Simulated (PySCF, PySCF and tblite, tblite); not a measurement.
**C₄H₆F₂O₂: telling isomers apart by computed NMR**

Can the signals of one isomer of C₄H₆F₂O₂ be assigned among several candidates?

Computed with tblite 0.8.0 (tight binding) and PySCF 2.14.0 (DFT, with response routines of our own); each step states its level. Atoms count from 0 throughout.

## 1. The molecule as given

14 atoms, charge 0, multiplicity 1; geometry from: MMFF94s geometry. This is the first candidate.

Bonds of the start (Å): C1–C2 1.51, C1–C6 1.52, C1–H8 1.11, C2–H10 1.09, C2–H9 1.10, C2–O3 1.44, C4–H11 1.09, C4–H12 1.10, C4–O5 1.42, C6–F7 1.37, C6–H13 1.10, F0–C1 1.36, O3–C4 1.43, O5–C6 1.42.

## 2. GFN2-xTB relaxation, isomer A, conformer 1

Job settings and geometry (Å):

```
{"job": {"xc": "GFN2-xTB", "basis": "xTB", "kind": "relax"}, "charge": 0, "multiplicity": 1}
F      1.833700     0.304100    -1.190200
C      1.208800     0.011900    -0.016300
C      0.358800     1.179900     0.420000
O     -0.833100     1.291300    -0.385700
C     -1.572800     0.069600    -0.340800
O     -0.843100    -0.998900    -0.918400
C      0.354600    -1.230400    -0.184400
F     -0.013500    -1.693700     1.048300
H      2.010400    -0.168000     0.730000
H      0.051800     1.092500     1.473500
H      0.900700     2.118000     0.297500
H     -1.899200    -0.168700     0.674700
H     -2.476700     0.218300    -0.942700
H      0.918700    -2.026400    -0.687600
```

On the command line:

```sh
$ OMP_NUM_THREADS=1 python ens_run.py task.json out
```

This one command runs the whole study; its stages follow in the order run.

What it wrote:

```text
step      E/eV     max force
  0    -795.17158    1.604
  1    -795.26429    0.375
  2    -795.27993    0.345
  3    -795.28943    0.276
  4    -795.30419    0.286
  5    -795.31000    0.163
  6    -795.31249    0.075
  7    -795.31344    0.082
  8    -795.31426    0.082
  9    -795.31499    0.074
 10    -795.31569    0.084
 11    -795.31641    0.080
 12    -795.31717    0.067
 13    -795.31786    0.072
 14    -795.31842    0.063
 15    -795.31887    0.057
 16    -795.31928    0.048
 17    -795.31961    0.049
 18    -795.31982    0.040
 19    -795.31992    0.026
 20    -795.31992    0.026
 21    -795.31996    0.020
 22    -795.32005    0.017
 23    -795.32007    0.019
 24    -795.32014    0.016
 25    -795.32018    0.017
 26    -795.32022    0.019
 27    -795.32027    0.020
 28    -795.32032    0.020
 29    -795.32037    0.017
 30    -795.32040    0.012
 31    -795.32043    0.012
 32    -795.32045    0.011
 33    -795.32048    0.014
 34    -795.32051    0.017
 35    -795.32056    0.017
 36    -795.32060    0.018
 37    -795.32064    0.021
 38    -795.32068    0.020
 39    -795.32071    0.016
 40    -795.32074    0.014
 41    -795.32077    0.015
 42    -795.32079    0.012
 43    -795.32080    0.010
 44    -795.32081    0.009
 45    -795.32082    0.008
 46    -795.32083    0.008
 47    -795.32084    0.007
 48    -795.32084    0.005
 49    -795.32085    0.005
 50    -795.32085    0.006
 51    -795.32086    0.003
```

Run time: 0.15 s. Hardware: 1 thread of AMD EPYC 9R45, shared host.

Gain 0.149 eV; displacement 0.06 Å root mean square.

**GFN2-xTB relaxation, isomer A, conformer 2**

Job settings and geometry (Å):

```
{"job": {"xc": "GFN2-xTB", "basis": "xTB", "kind": "relax"}, "charge": 0, "multiplicity": 1}
F     -2.126700     0.463000     0.832800
C     -1.190100     0.347000    -0.147800
C     -0.034700     1.288700     0.187100
O      1.163700     0.845100    -0.420200
C      1.563300    -0.431500     0.114200
O      0.501800    -1.225200     0.625100
C     -0.660900    -1.084000    -0.173600
F     -0.328100    -1.442900    -1.435200
H     -1.649900     0.586700    -1.093900
H     -0.272900     2.290500    -0.198600
H      0.091700     1.397100     1.265100
H      2.072200    -0.984400    -0.687400
H      2.283700    -0.261200     0.920200
H     -1.414000    -1.789400     0.190200
```

What it wrote:

```text
step      E/eV     max force
  0    -795.08028    1.402
  1    -795.14980    0.460
  2    -795.17061    0.382
  3    -795.18282    0.332
  4    -795.20039    0.269
  5    -795.20729    0.231
  6    -795.21211    0.200
  7    -795.21500    0.142
  8    -795.21761    0.127
  9    -795.21958    0.139
 10    -795.22125    0.129
 11    -795.22288    0.126
 12    -795.22485    0.138
 13    -795.22723    0.147
 14    -795.22978    0.131
 15    -795.23200    0.105
 16    -795.23355    0.091
 17    -795.23454    0.083
 18    -795.23523    0.061
 19    -795.23578    0.058
 20    -795.23629    0.055
 21    -795.23676    0.065
 22    -795.23710    0.052
 23    -795.23730    0.037
 24    -795.23730    0.037
 25    -795.23737    0.033
 26    -795.23755    0.028
 27    -795.23762    0.029
 28    -795.23780    0.033
 29    -795.23790    0.035
 30    -795.23801    0.034
 31    -795.23810    0.031
 32    -795.23821    0.028
 33    -795.23833    0.030
 34    -795.23846    0.029
 35    -795.23857    0.029
 36    -795.23865    0.020
 37    -795.23871    0.016
 38    -795.23875    0.017
 39    -795.23880    0.023
 40    -795.23886    0.024
 41    -795.23893    0.028
 42    -795.23903    0.027
 43    -795.23914    0.025
 44    -795.23927    0.031
 45    -795.23941    0.034
 46    -795.23958    0.035
 47    -795.23978    0.038
 48    -795.24005    0.047
 49    -795.24040    0.055
 50    -795.24080    0.050
 51    -795.24117    0.050
 52    -795.24144    0.041
 53    -795.24163    0.036
 54    -795.24182    0.036
 55    -795.24200    0.039
 56    -795.24217    0.034
 57    -795.24232    0.030
 58    -795.24244    0.029
 59    -795.24254    0.028
 60    -795.24260    0.020
 61    -795.24265    0.020
 62    -795.24268    0.018
 63    -795.24272    0.015
 64    -795.24276    0.017
 65    -795.24281    0.017
 66    -795.24284    0.015
 67    -795.24287    0.014
 68    -795.24289    0.015
 69    -795.24293    0.014
 70    -795.24296    0.013
 71    -795.24299    0.014
 72    -795.24303    0.015
 73    -795.24306    0.012
 74    -795.24308    0.011
 75    -795.24309    0.009
 76    -795.24310    0.007
 77    -795.24311    0.005
 78    -795.24311    0.004
 79    -795.24312    0.005
 80    -795.24312    0.003
```

Wall time 0.22 s (1 thread of AMD EPYC 9R45, shared host).

Relaxing gained 0.163 eV and moved the atoms by 0.18 Å on average (rms).

## 3. Shieldings, isomer A, conformer 1: PBE0/pcSseg-1 in tetrahydrofuran

Job settings and geometry (Å):

```
{"job": {"xc": "PBE0", "basis": "pcSseg-1", "solvent": "tetrahydrofuran", "kind": "nmr", "pop": true}, "charge": 0, "multiplicity": 1}
F      1.879857     0.280856    -1.156190
C      1.202414     0.015309     0.008101
C      0.323078     1.204088     0.404242
O     -0.840559     1.277085    -0.389646
C     -1.568436     0.097641    -0.332565
O     -0.849274    -1.004395    -0.852741
C      0.333430    -1.237028    -0.205681
F      0.087499    -1.764484     1.055659
H      1.957498    -0.191661     0.775601
H      0.054917     1.095503     1.466085
H      0.862140     2.139410     0.247819
H     -1.877880    -0.124513     0.705709
H     -2.440012     0.217087    -0.977062
H      0.874651    -2.005371    -0.771498
```

What it wrote:

```text
coarse grid: 12408 points
cycle   1  E = -505.3579078949  dE =  1.304e+00  |g| = 9.319e-01  |ddm| = 3.245e+00
cycle   2  E = -505.2134870427  dE =  1.444e-01  |g| = 1.333e+00  |ddm| = 1.305e+00
cycle   3  E = -505.4980948987  dE = -2.846e-01  |g| = 6.166e-02  |ddm| = 8.330e-01
cycle   4  E = -505.4986670081  dE = -5.721e-04  |g| = 2.931e-02  |ddm| = 5.158e-02
cycle   5  E = -505.4988135509  dE = -1.465e-04  |g| = 9.184e-03  |ddm| = 2.131e-02
cycle   6  E = -505.4988260802  dE = -1.253e-05  |g| = 2.226e-03  |ddm| = 5.837e-03
cycle   7  E = -505.4988270129  dE = -9.327e-07  |g| = 4.087e-04  |ddm| = 1.733e-03
final grid: 122688 points
cycle   8  E = -505.5821748744  dE = -4.272e-05  |g| = 1.386e-02  |ddm| = 2.745e-02
cycle   9  E = -505.5821418893  dE =  3.299e-05  |g| = 1.984e-02  |ddm| = 1.839e-02
cycle  10  E = -505.5822082747  dE = -6.639e-05  |g| = 8.477e-04  |ddm| = 1.081e-02
cycle  11  E = -505.5822084077  dE = -1.330e-07  |g| = 2.824e-04  |ddm| = 8.233e-04
cycle  12  E = -505.5822084206  dE = -1.297e-08  |g| = 7.922e-05  |ddm| = 2.159e-04
cycle  13  E = -505.5822084214  dE = -8.223e-10  |g| = 2.472e-05  |ddm| = 5.844e-05
converged SCF energy = -505.5822084214

GIAO shielding tensors (ppm)
atom      isotropic    diamagn.    paramagn.     s11        s22        s33       span
  0 F      398.785     473.451     -74.666    341.083    419.589    435.683     94.601
  1 C       99.976     244.669    -144.693     69.685     78.507    151.738     82.053
  2 C      116.726     245.353    -128.627     94.688    104.900    150.591     55.903
  3 O      289.238     395.754    -106.516    206.138    319.010    342.566    136.428
  4 C       96.813     242.645    -145.832     75.248     94.906    120.285     45.038
  5 O      232.436     397.058    -164.622    176.658    200.198    320.450    143.792
  6 C       77.667     241.821    -164.154     55.027     71.454    106.521     51.494
  7 F      342.062     475.708    -133.646    235.457    372.078    418.651    183.194
  8 H       27.125      29.370      -2.245     23.047     27.788     30.541      7.494
  9 H       27.370      29.117      -1.747     23.740     26.648     31.723      7.983
 10 H       27.055      27.875      -0.820     23.077     25.811     32.277      9.200
 11 H       26.224      28.765      -2.541     21.756     26.336     30.580      8.824
 12 H       26.466      27.217      -0.750     21.960     25.600     31.839      9.880
 13 H       25.552      27.748      -2.195     22.507     24.691     29.459      6.952
```

Wall time 14 s (1 thread of AMD EPYC 9R45, shared host).

Key values: HOMO -8.06 eV, LUMO 1.69 eV; dipole 2.06 D.

The fields below are evaluated on a grid from the run's orbitals.

Frontier orbitals at PBE0/pcSseg-1, with the share of their density that lies nearest to each atom:

```tsv
orbital	energy (eV)	lies on
HOMO	-8.06	O3 46 %; O5 10 %; C1 10 %
LUMO	1.69	H10, H13 about 13 % each; H9, H11, H12 about 9 % each; F7 8 %
```

ELF in a plane through or near 7 of the atoms.

Ten even steps from ' ' (0.00) to '@' (1.00):
```
                                                        
                                                        
                                                        
                    ++####--                            
                ..##@@@@@@%%..    ....                  
                ..##@@@@@@%%::..--**++--                
                  ..##@@@@**==**%%@@##==                
                    ::**==::####--%%**::                
                ..::++%%%%++++##**%%==::::====          
                ==++..::**::  ::++--::**@@@@@@++        
              ..==++..==##--  ::++::::##@@@@@@**        
                ..::++%%##==******%%----++##**..        
                    ==**..::##**++%%==..                
                  ==@@@@@@++++##%%%%**--                
                ++@@@@@@@@**..::++**++::                
                --%%@@@@@@==    ..::..                  
                    ==++==                              
                                                        
                                                        
                                                        
```
The map spans 10.3 Å across and 9.5 Å up, centred on the molecule. Atoms in the plane (x, y in Å): C1 (-1.2, 0.1), O3 (0.9, 1.1), C4 (1.6, 0.0), O5 (0.9, -1.2), C6 (-0.4, -1.2), H10 (-0.8, 2.2), H13 (-0.9, -2.1).

log10 of the density (e/Å³) in the same plane.

Values, 10 rows by 14 columns:
```
-4.0 -4.0 -4.0 -4.0 -4.0 -4.0 -4.0 -4.0 -4.0 -4.0 -4.0 -4.0 -4.0 -4.0
-4.0 -4.0 -4.0 -4.0 -3.6 -2.9 -2.6 -2.9 -3.6 -4.0 -4.0 -4.0 -4.0 -4.0
-4.0 -4.0 -4.0 -3.6 -2.3 -1.1 -0.6 -1.3 -1.7 -2.1 -3.2 -4.0 -4.0 -4.0
-4.0 -4.0 -4.0 -2.8 -1.8 -0.6  0.2 -0.1  0.3 -0.6 -1.8 -3.0 -3.9 -4.0
-4.0 -4.0 -3.2 -1.8 -0.8 -0.2  0.1  0.0  0.6 -0.1 -0.9 -1.7 -2.9 -4.0
-4.0 -4.0 -3.0 -1.4 -0.4  0.4  0.0 -0.7 -0.1  0.9  0.0 -1.1 -2.5 -4.0
-4.0 -4.0 -3.6 -2.4 -1.5 -0.4  0.4  0.3  1.2 -0.4 -1.5 -2.2 -3.2 -4.0
-4.0 -4.0 -4.0 -3.2 -1.8 -0.4 -0.1 -0.8 -0.8 -1.3 -2.5 -3.8 -4.0 -4.0
-4.0 -4.0 -4.0 -3.9 -2.9 -2.1 -2.0 -2.5 -2.9 -3.4 -4.0 -4.0 -4.0 -4.0
-4.0 -4.0 -4.0 -4.0 -4.0 -4.0 -3.9 -4.0 -4.0 -4.0 -4.0 -4.0 -4.0 -4.0
```
The map spans 10.3 Å across and 9.5 Å up, centred on the molecule. Atoms in the plane (x, y in Å): C1 (-1.2, 0.1), O3 (0.9, 1.1), C4 (1.6, 0.0), O5 (0.9, -1.2), C6 (-0.4, -1.2), H10 (-0.8, 2.2), H13 (-0.9, -2.1).

On the surface of density 0.002 e/bohr³ the electrostatic potential runs, from the 1st to the 99th percentile, from -1.29 V near O3 to 1.42 V near H8.

## 4. Shieldings, isomer A, conformer 2: PBE0/pcSseg-1 in tetrahydrofuran

Job settings and geometry (Å):

```
{"job": {"xc": "PBE0", "basis": "pcSseg-1", "solvent": "tetrahydrofuran", "kind": "nmr", "pop": false}, "charge": 0, "multiplicity": 1}
F     -2.275030     0.509524     0.579043
C     -1.160680     0.356758    -0.208129
C     -0.038424     1.290017     0.261711
O      1.153829     0.886641    -0.367838
C      1.582317    -0.381022     0.050408
O      0.549431    -1.189026     0.569166
C     -0.646456    -1.094203    -0.099009
F     -0.524723    -1.617672    -1.369797
H     -1.459238     0.566329    -1.241322
H     -0.219450     2.321157    -0.040322
H      0.042455     1.231473     1.356096
H      2.051508    -0.854921    -0.823299
H      2.309765    -0.301527     0.872252
H     -1.365982    -1.724001     0.438874
```

What it wrote:

```text
coarse grid: 12408 points
cycle   1  E = -505.3560268929  dE =  1.297e+00  |g| = 9.169e-01  |ddm| = 3.279e+00
cycle   2  E = -505.2257573536  dE =  1.303e-01  |g| = 1.291e+00  |ddm| = 1.182e+00
cycle   3  E = -505.4910638782  dE = -2.653e-01  |g| = 6.064e-02  |ddm| = 7.416e-01
cycle   4  E = -505.4916129564  dE = -5.491e-04  |g| = 2.826e-02  |ddm| = 5.019e-02
cycle   5  E = -505.4917514088  dE = -1.385e-04  |g| = 8.870e-03  |ddm| = 2.092e-02
cycle   6  E = -505.4917631866  dE = -1.178e-05  |g| = 2.386e-03  |ddm| = 5.876e-03
cycle   7  E = -505.4917642465  dE = -1.060e-06  |g| = 3.625e-04  |ddm| = 1.851e-03
final grid: 122688 points
cycle   8  E = -505.5748260392  dE = -3.900e-05  |g| = 1.363e-02  |ddm| = 2.569e-02
cycle   9  E = -505.5747950670  dE =  3.097e-05  |g| = 1.936e-02  |ddm| = 1.740e-02
cycle  10  E = -505.5748586388  dE = -6.357e-05  |g| = 7.833e-04  |ddm| = 1.015e-02
cycle  11  E = -505.5748587546  dE = -1.158e-07  |g| = 2.292e-04  |ddm| = 7.341e-04
cycle  12  E = -505.5748587638  dE = -9.133e-09  |g| = 6.569e-05  |ddm| = 1.780e-04
cycle  13  E = -505.5748587644  dE = -5.754e-10  |g| = 2.111e-05  |ddm| = 4.674e-05
converged SCF energy = -505.5748587644

GIAO shielding tensors (ppm)
atom      isotropic    diamagn.    paramagn.     s11        s22        s33       span
  0 F      396.544     471.237     -74.693    360.258    399.931    429.442     69.183
  1 C       93.748     246.487    -152.739     71.441     75.067    134.736     63.295
  2 C      124.097     246.808    -122.712     96.090    114.239    161.961     65.871
  3 O      312.344     397.433     -85.089    271.474    293.876    371.681    100.207
  4 C       95.952     240.082    -144.131     76.555     92.196    119.103     42.548
  5 O      241.694     397.445    -155.751    192.002    262.282    270.799     78.797
  6 C       72.716     243.281    -170.565     53.756     67.441     96.951     43.195
  7 F      331.734     474.948    -143.214    231.736    369.985    393.480    161.744
  8 H       26.635      29.437      -2.802     24.007     27.434     28.464      4.457
  9 H       27.298      28.158      -0.861     23.482     26.291     32.119      8.637
 10 H       27.796      29.684      -1.888     24.588     26.387     32.413      7.825
 11 H       26.112      27.877      -1.764     22.073     25.083     31.181      9.107
 12 H       26.179      27.597      -1.418     20.983     25.730     31.824     10.841
 13 H       25.430      27.972      -2.542     22.964     24.657     28.669      5.705
```

Wall time 9.8 s (1 thread of AMD EPYC 9R45, shared host).

Key values: HOMO -7.81 eV, LUMO 1.55 eV; dipole 1.26 D.

## 5. Couplings, isomer A, conformer 1: B3LYP/pcJ-1+6-31G*

Job settings and geometry (Å):

```
{"job": {"xc": "B3LYP", "basis": {"default": "6-31G*", "H": "pcJ-1", "F": "pcJ-1"}, "nuclei": ["H", "F", "P", "Si", "B"], "kind": "j"}, "charge": 0, "multiplicity": 1}
F      1.879857     0.280856    -1.156190
C      1.202414     0.015309     0.008101
C      0.323078     1.204088     0.404242
O     -0.840559     1.277085    -0.389646
C     -1.568436     0.097641    -0.332565
O     -0.849274    -1.004395    -0.852741
C      0.333430    -1.237028    -0.205681
F      0.087499    -1.764484     1.055659
H      1.957498    -0.191661     0.775601
H      0.054917     1.095503     1.466085
H      0.862140     2.139410     0.247819
H     -1.877880    -0.124513     0.705709
H     -2.440012     0.217087    -0.977062
H      0.874651    -2.005371    -0.771498
```

What it wrote:

```text
coarse grid: 12408 points
cycle   1  E = -506.0105346271  dE =  1.276e+00  |g| = 1.010e+00  |ddm| = 3.348e+00
cycle   2  E = -505.7663041647  dE =  2.442e-01  |g| = 1.581e+00  |ddm| = 1.675e+00
cycle   3  E = -506.1793639966  dE = -4.131e-01  |g| = 8.313e-02  |ddm| = 1.110e+00
cycle   4  E = -506.1803926701  dE = -1.029e-03  |g| = 4.950e-02  |ddm| = 9.224e-02
cycle   5  E = -506.1808132228  dE = -4.206e-04  |g| = 1.125e-02  |ddm| = 3.563e-02
cycle   6  E = -506.1808309092  dE = -1.769e-05  |g| = 3.556e-03  |ddm| = 8.727e-03
cycle   7  E = -506.1808333080  dE = -2.399e-06  |g| = 5.217e-04  |ddm| = 2.980e-03
final grid: 122688 points
cycle   8  E = -506.1518622944  dE = -1.009e-04  |g| = 8.480e-03  |ddm| = 2.214e-02
cycle   9  E = -506.1518482244  dE =  1.407e-05  |g| = 1.275e-02  |ddm| = 1.323e-02
cycle  10  E = -506.1518754195  dE = -2.720e-05  |g| = 8.276e-04  |ddm| = 7.462e-03
cycle  11  E = -506.1518755405  dE = -1.210e-07  |g| = 3.217e-04  |ddm| = 9.378e-04
cycle  12  E = -506.1518755611  dE = -2.059e-08  |g| = 7.077e-05  |ddm| = 2.905e-04
cycle  13  E = -506.1518755618  dE = -7.509e-10  |g| = 3.158e-05  |ddm| = 7.080e-05
converged SCF energy = -506.1518755618

Indirect spin-spin couplings (Hz)
  i      j    bonds     total        FC       PSO       DSO        SD
  0 F    7 F    3    -25.793   -18.789   -24.262    -1.255    18.513
  0 F    8 H    2     54.205    50.114     8.383    -0.674    -3.619
  0 F    9 H    3     38.708    40.423     0.278    -1.771    -0.223
  0 F   10 H    3     17.760    16.478     1.429     0.415    -0.562
  0 F   12 H    5     -0.436    -0.227     1.019    -1.127    -0.102
  0 F   13 H    3      7.098     6.370     0.747     0.620    -0.639
  7 F    8 H    3      3.893     3.150     0.820     0.785    -0.862
  7 F    9 H    4      3.686     3.834    -0.920     0.924    -0.151
  7 F   10 H    4     -1.150    -0.877     1.185    -1.349    -0.108
  7 F   11 H    4      1.208     0.398    -0.211     1.350    -0.330
  7 F   12 H    4     -0.651    -0.203     1.168    -1.456    -0.159
  7 F   13 H    2     55.118    56.864     2.595    -0.557    -3.783
  8 H    9 H    3      2.559     2.294    -0.466     0.732         -
  8 H   10 H    3      0.797     0.935     0.333    -0.471         -
  8 H   11 H    5     -0.250     0.039     0.579    -0.868         -
  8 H   13 H    3      1.213     1.301     0.230    -0.317         -
  9 H   10 H    2    -13.719   -13.331     1.434    -1.822         -
  9 H   11 H    4      0.867     0.259    -1.478     2.086         -
  9 H   12 H    4     -1.198    -0.589     1.170    -1.779         -
  9 H   13 H    4     -1.116    -0.560     1.267    -1.823         -
 10 H   11 H    4     -1.051    -0.457     1.153    -1.747         -
 10 H   13 H    4      1.378     1.920     1.334    -1.875         -
 11 H   12 H    2     -7.528    -7.174     1.444    -1.798         -
 11 H   13 H    4     -1.253    -0.592     1.388    -2.049         -
 12 H   13 H    4     -0.852    -0.230     1.374    -1.995         -
```

It took 16 s on 1 thread of AMD EPYC 9R45, shared host.

In short: HOMO -7.70 eV, LUMO 1.25 eV; dipole 1.51 D.

(Part 1 of 3 ends here.)
